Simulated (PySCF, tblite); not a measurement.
# C5H9FOS: a rotation path, then NMR shifts on frames

How do NMR shifts of C5H9FOS (`CC/C(=C/F)[S@@](C)=O`) change as the atoms move?

Computed with tblite 0.8.0 and PySCF 2.14.0, with density-fitted response routines of our own, on a single molecule in the gas phase. Atoms are numbered from 0 throughout.

## (1) The starting structure

17 atoms, charge 0, multiplicity 1; geometry from: GFN2-xTB.

Bonds of the start (Å): C0–C1 1.53, C1–C2 1.49, C2–C3 1.32, C3–F4 1.35, C2–S5 1.85, S5–C6 1.85, S5–O7 1.46, C0–H8 1.09, C0–H9 1.09, C0–H10 1.09, C1–H11 1.09, C1–H12 1.09, C3–H13 1.08, C6–H14 1.08, C6–H15 1.08, C6–H16 1.09.

## (2) The rotation path with GFN2-xTB

The job: settings as JSON, then the geometry in Å.

```
{"job": {"kind": "neb", "xc": "GFN2-xTB", "basis": "xTB", "atoms": [1, 2, 5, 6], "turn": 120}, "charge": 0, "multiplicity": 1}
C     -1.691944    -1.069290    -0.333755
C     -0.895567    -0.034509    -1.128802
C     -0.045962     0.823078    -0.254683
C     -0.491042     1.720597     0.603833
F      0.349838     2.450642     1.364179
S      1.780824     0.644745    -0.463759
C      1.975095    -0.425442     1.033289
O      1.946159    -0.244090    -1.612225
H     -1.028573    -1.713452     0.237824
H     -2.268846    -1.690749    -1.013461
H     -2.376429    -0.582165     0.356420
H     -0.224587    -0.543425    -1.827527
H     -1.583295     0.585848    -1.707731
H     -1.525466     1.958829     0.810429
H      1.683415     0.148884     1.904186
H      1.366869    -1.316002     0.923740
H      3.022512    -0.701471     1.098133
```

Method: GFN2-xTB climbing-image nudged elastic band, gas phase.

The run is started by

```bash
OMP_NUM_THREADS=1 python probes_run.py task.json out
```

One launch serves the whole session: the jobs run in the order shown.

The log of the run:

```text
image   E - E0 / eV
  0       0.0000
  1       0.0363
  2       0.1372
  3       0.2427
  4       0.3072
  5       0.3191
  6       0.2403
  7       0.1820
  8       0.1215
```

It took 18 s on 1 thread, shared host.

The final band, with the dihedral C1–C2–S5–C6:

| image | dihedral (°) | energy (eV) | energy (kcal/mol) |
| --- | --- | --- | --- |
| 0 | -101 | 0.000 | 0.0 |
| 1 | -75 | 0.036 | 0.8 |
| 2 | -49 | 0.137 | 3.2 |
| 3 | -20 | 0.243 | 5.6 |
| 4 | 11 | 0.307 | 7.1 |
| 5 | 39 | 0.319 | 7.4 |
| 6 | 67 | 0.240 | 5.5 |
| 7 | 98 | 0.182 | 4.2 |
| 8 | 117 | 0.121 | 2.8 |

## (3) Nuclear shieldings: image 0, PBE0/pcSseg-1

The job: settings as JSON, then the geometry in Å.

```
{"job": {"kind": "nmr", "xc": "PBE0", "basis": "pcSseg-1", "pop": false}, "charge": 0, "multiplicity": 1}
C     -1.691900    -1.069300    -0.333800
C     -0.895600    -0.034500    -1.128800
C     -0.046000     0.823100    -0.254700
C     -0.491000     1.720600     0.603800
F      0.349800     2.450600     1.364200
S      1.780800     0.644700    -0.463800
C      1.975100    -0.425400     1.033300
O      1.946200    -0.244100    -1.612200
H     -1.028600    -1.713500     0.237800
H     -2.268800    -1.690700    -1.013500
H     -2.376400    -0.582200     0.356400
H     -0.224600    -0.543400    -1.827500
H     -1.583300     0.585800    -1.707700
H     -1.525500     1.958800     0.810400
H      1.683400     0.148900     1.904200
H      1.366900    -1.316000     0.923700
H      3.022500    -0.701500     1.098100
```

With the program's defaults for keys left out, this is: GIAO PBE0/pcSseg-1 NMR shielding, non-relativistic, gas phase.

The log of the run:

```text
coarse grid: 14808 points
cycle   1  E = -768.2767338133  dE =  1.224e+00  |g| = 9.565e-01  |ddm| = 3.834e+00
cycle   2  E = -767.5596748027  dE =  7.171e-01  |g| = 2.090e+00  |ddm| = 4.140e+00
cycle   3  E = -768.4325613583  dE = -8.729e-01  |g| = 2.958e-01  |ddm| = 3.598e+00
cycle   4  E = -768.4495971980  dE = -1.704e-02  |g| = 1.164e-01  |ddm| = 4.201e-01
cycle   5  E = -768.4521277772  dE = -2.531e-03  |g| = 3.649e-02  |ddm| = 1.212e-01
cycle   6  E = -768.4524257430  dE = -2.980e-04  |g| = 1.235e-02  |ddm| = 4.422e-02
cycle   7  E = -768.4524592294  dE = -3.349e-05  |g| = 3.129e-03  |ddm| = 1.339e-02
cycle   8  E = -768.4524611877  dE = -1.958e-06  |g| = 9.046e-04  |ddm| = 3.652e-03
final grid: 138952 points
cycle   9  E = -768.5185054477  dE = -2.825e-05  |g| = 1.237e-02  |ddm| = 3.117e-02
cycle  10  E = -768.5184492924  dE =  5.616e-05  |g| = 2.044e-02  |ddm| = 3.360e-02
cycle  11  E = -768.5185381279  dE = -8.884e-05  |g| = 3.344e-03  |ddm| = 2.455e-02
cycle  12  E = -768.5185403043  dE = -2.176e-06  |g| = 3.431e-04  |ddm| = 3.349e-03
cycle  13  E = -768.5185403247  dE = -2.046e-08  |g| = 1.481e-04  |ddm| = 4.525e-04
cycle  14  E = -768.5185403279  dE = -3.207e-09  |g| = 4.020e-05  |ddm| = 1.409e-04
cycle  15  E = -768.5185403282  dE = -3.224e-10  |g| = 1.006e-05  |ddm| = 5.718e-05
converged SCF energy = -768.5185403282

GIAO shielding tensors (ppm)
atom      isotropic    diamagn.    paramagn.     s11        s22        s33       span
  0 C      165.574     248.223     -82.648    148.605    162.535    185.583     36.978
  1 C      175.021     245.774     -70.754    155.249    177.885    191.929     36.680
  2 C       38.731     268.236    -229.504    -47.962     50.271    113.885    161.847
  3 C       31.061     249.245    -218.184    -57.435     74.444     76.175    133.610
  4 F      294.044     472.915    -178.870    197.771    261.229    423.133    225.362
  5 S      207.319    1052.865    -845.546     55.249    141.878    424.830    369.581
  6 C      138.106     254.353    -116.248    104.554    126.776    182.988     78.434
  7 O      292.638     397.919    -105.282     77.629    307.908    492.377    414.748
  8 H       30.606      31.482      -0.876     26.285     30.099     35.434      9.149
  9 H       30.320      28.938       1.381     25.659     27.317     37.983     12.324
 10 H       30.727      31.104      -0.377     26.567     29.267     36.348      9.780
 11 H       28.643      31.113      -2.470     24.041     27.729     34.159     10.118
 12 H       29.921      30.277      -0.355     24.266     27.878     37.620     13.354
 13 H       24.663      31.293      -6.630     20.839     24.719     28.432      7.593
 14 H       29.665      31.490      -1.824     26.099     28.512     34.386      8.287
 15 H       29.216      32.281      -3.065     25.454     29.781     32.415      6.961
 16 H       29.173      28.990       0.183     26.124     26.615     34.781      8.657
```

Run time: 1.9 min. Hardware: 1 thread, shared host.

Shifts follow as δ = σ(reference) − σ, with reference shieldings (ppm) from runs at the same level and on the same kind of geometry: 1H TMS 31.72, 13C TMS 186.9, 19F CFCl3 170.9, 17O H2O 336.1, 33S CS2 504. The references are single molecules in the gas phase, so shifts against H2O, NH3, PH3, H3PO4 or CFCl3 are not on the usual liquid scales and can be off by tens of ppm. Each atom is listed at this fixed geometry, with no averaging over motion; a spectrum would average atoms that exchange fast.

| atoms | environment | σ (ppm) | δ (ppm) |
| --- | --- | --- | --- |
| C3 | alkene CH | 31.1 | 155.9 |
| C2 | fully substituted alkene carbon | 38.7 | 148.2 |
| C6 | methyl carbon bonded to S | 138.1 | 48.8 |
| C0 | methyl carbon | 165.6 | 21.4 |
| C1 | allylic sp3 CH2 | 175.0 | 11.9 |
| H13 | hydrogen on an alkene CH | 24.66 | 7.05 |
| H11 | hydrogen on an allylic sp3 CH2 | 28.64 | 3.07 |
| H16 | hydrogen on a methyl carbon bonded to S | 29.17 | 2.54 |
| H15 | hydrogen on a methyl carbon bonded to S | 29.22 | 2.50 |
| H14 | hydrogen on a methyl carbon bonded to S | 29.67 | 2.05 |
| H12 | hydrogen on an allylic sp3 CH2 | 29.92 | 1.80 |
| H9 | hydrogen on a methyl carbon | 30.32 | 1.40 |
| H8 | hydrogen on a methyl carbon | 30.61 | 1.11 |
| H10 | hydrogen on a methyl carbon | 30.73 | 0.99 |
| F4 | vinylic fluorine | 294.0 | -123.1 |
| S5 | sulfoxide sulfur | 207 | 296 |
| O7 | S=O oxygen | 292.6 | 43.4 |

Orbitals, density, ELF and potential are computed afterwards from the orbital file.

Frontier orbitals at PBE0/pcSseg-1, with the share of their density that lies nearest to each atom:

| orbital | energy (eV) | lies on |
| --- | --- | --- |
| HOMO | -6.75 | O7 42 %; S5 25 %; C2, C3, C6 about 7 % each |
| LUMO | -0.48 | C2, C3 about 27 % each; S5 10 %; H13 8 % |

ELF in a plane through or near 5 of the atoms.

Ten even steps from ' ' (0.00) to '@' (1.00):
```
                                                        
                                                        
                                                        
                                                        
                                                        
            ..      ..                ==##**..          
        ==##%%==..==##**      ..--..--@@@@@@##..        
      --@@@@@@@@**%%@@@@::    ==##++##@@@@@@@@++        
      --@@@@@@@@..::%%##      ::**::::%%@@@@**..        
        ==******::--++..  ..    ==++--++==..            
            ::##%%##==  ::++==....==**##==              
            ::##%%**    ++%%##--    --==--              
              ..        ==%%##++..                      
                  --**++==++**@@@@%%..                  
                ..**%%%%++--##@@@@@@##                  
                ..==##%%**  ..@@@@@@**                  
                  ..--++--    ..**==                    
                                                        
                                                        
                                                        
```
The map spans 11.4 Å across and 10.4 Å up, centred on the molecule. Atoms in the plane (x, y in Å): C0 (1.8, 0.6), C6 (-2.2, 0.5), H9 (2.7, 1.3), H13 (0.9, -2.4), H16 (-3.1, 1.0).

On the surface of density 0.002 e/bohr³ the electrostatic potential runs, from the 1st to the 99th percentile, from -1.93 V near O7 to 1.42 V near H13.

## (4) Shielding tensors: image 2, PBE0/pcSseg-1

The job: settings as JSON, then the geometry in Å.

```
{"job": {"kind": "nmr", "xc": "PBE0", "basis": "pcSseg-1", "pop": false}, "charge": 0, "multiplicity": 1}
C     -1.624600    -1.002900     0.028300
C     -0.753400    -0.147700    -0.895200
C     -0.045300     0.924400    -0.129100
C     -0.657200     2.009200     0.309100
F     -0.016800     2.961400     1.007100
S      1.786700     0.861800     0.097900
C      1.877200    -0.898100     0.661100
O      2.316300     0.843600    -1.263700
H     -1.047500    -1.388500     0.864800
H     -2.041600    -1.844100    -0.519000
H     -2.443900    -0.410000     0.427100
H     -0.015100    -0.768400    -1.403900
H     -1.382800     0.304000    -1.665400
H     -1.704900     2.247600     0.174200
H      1.300900    -1.018100     1.570000
H      1.520500    -1.552400    -0.125500
H      2.924500    -1.109600     0.852200
```

With the program's defaults for keys left out, this is: GIAO PBE0/pcSseg-1 NMR shielding, non-relativistic, gas phase.

The log of the run:

```text
coarse grid: 14808 points
cycle   1  E = -768.2590725078  dE =  1.235e+00  |g| = 9.781e-01  |ddm| = 3.845e+00
cycle   2  E = -767.3844304050  dE =  8.746e-01  |g| = 2.245e+00  |ddm| = 4.171e+00
cycle   3  E = -768.4217473380  dE = -1.037e+00  |g| = 3.182e-01  |ddm| = 3.666e+00
cycle   4  E = -768.4412266559  dE = -1.948e-02  |g| = 1.337e-01  |ddm| = 4.534e-01
cycle   5  E = -768.4445319014  dE = -3.305e-03  |g| = 4.368e-02  |ddm| = 1.495e-01
cycle   6  E = -768.4449731591  dE = -4.413e-04  |g| = 1.305e-02  |ddm| = 5.286e-02
cycle   7  E = -768.4450089523  dE = -3.579e-05  |g| = 3.844e-03  |ddm| = 1.407e-02
cycle   8  E = -768.4450118745  dE = -2.922e-06  |g| = 9.852e-04  |ddm| = 4.385e-03
final grid: 138952 points
cycle   9  E = -768.5128697898  dE = -3.243e-05  |g| = 1.268e-02  |ddm| = 3.526e-02
cycle  10  E = -768.5128081583  dE =  6.163e-05  |g| = 2.126e-02  |ddm| = 3.458e-02
cycle  11  E = -768.5129038900  dE = -9.573e-05  |g| = 3.492e-03  |ddm| = 2.473e-02
cycle  12  E = -768.5129062805  dE = -2.391e-06  |g| = 3.556e-04  |ddm| = 3.251e-03
cycle  13  E = -768.5129063026  dE = -2.218e-08  |g| = 1.602e-04  |ddm| = 5.386e-04
cycle  14  E = -768.5129063065  dE = -3.814e-09  |g| = 4.125e-05  |ddm| = 1.474e-04
cycle  15  E = -768.5129063068  dE = -3.479e-10  |g| = 9.841e-06  |ddm| = 6.014e-05
converged SCF energy = -768.5129063068

GIAO shielding tensors (ppm)
atom      isotropic    diamagn.    paramagn.     s11        s22        s33       span
  0 C      165.415     248.484     -83.069    148.934    161.086    186.226     37.293
  1 C      169.599     245.778     -76.179    157.124    171.505    180.167     23.043
  2 C       41.572     267.888    -226.316    -56.266     53.505    127.477    183.744
  3 C       25.888     247.998    -222.110    -62.061     64.130     75.593    137.654
  4 F      289.283     470.786    -181.503    195.100    266.886    405.863    210.763
  5 S      185.242    1051.851    -866.609     18.738    105.374    431.614    412.876
  6 C      143.792     254.942    -111.150    109.763    135.029    186.583     76.820
  7 O      269.336     395.691    -126.355     65.785    263.518    478.707    412.921
  8 H       30.725      31.714      -0.989     26.160     30.963     35.051      8.891
  9 H       30.345      29.401       0.944     25.782     27.264     37.990     12.207
 10 H       30.771      30.863      -0.092     26.708     29.085     36.520      9.812
 11 H       29.069      31.833      -2.765     25.239     28.542     33.424      8.185
 12 H       29.374      30.838      -1.464     24.454     27.476     36.191     11.737
 13 H       24.543      30.684      -6.141     21.151     23.980     28.497      7.346
 14 H       30.034      31.772      -1.738     25.825     28.818     35.460      9.635
 15 H       29.142      32.509      -3.367     25.691     30.448     31.287      5.596
 16 H       29.017      28.891       0.127     25.969     26.955     34.128      8.159
```

Run time: 81 s. Hardware: 1 thread, shared host.

Key values: δ C3 161.0, C2 145.4, C6 43.1, C0 21.5, H13 7.17, H16 2.70 ppm.

(Part 1 of 2 ends here.)
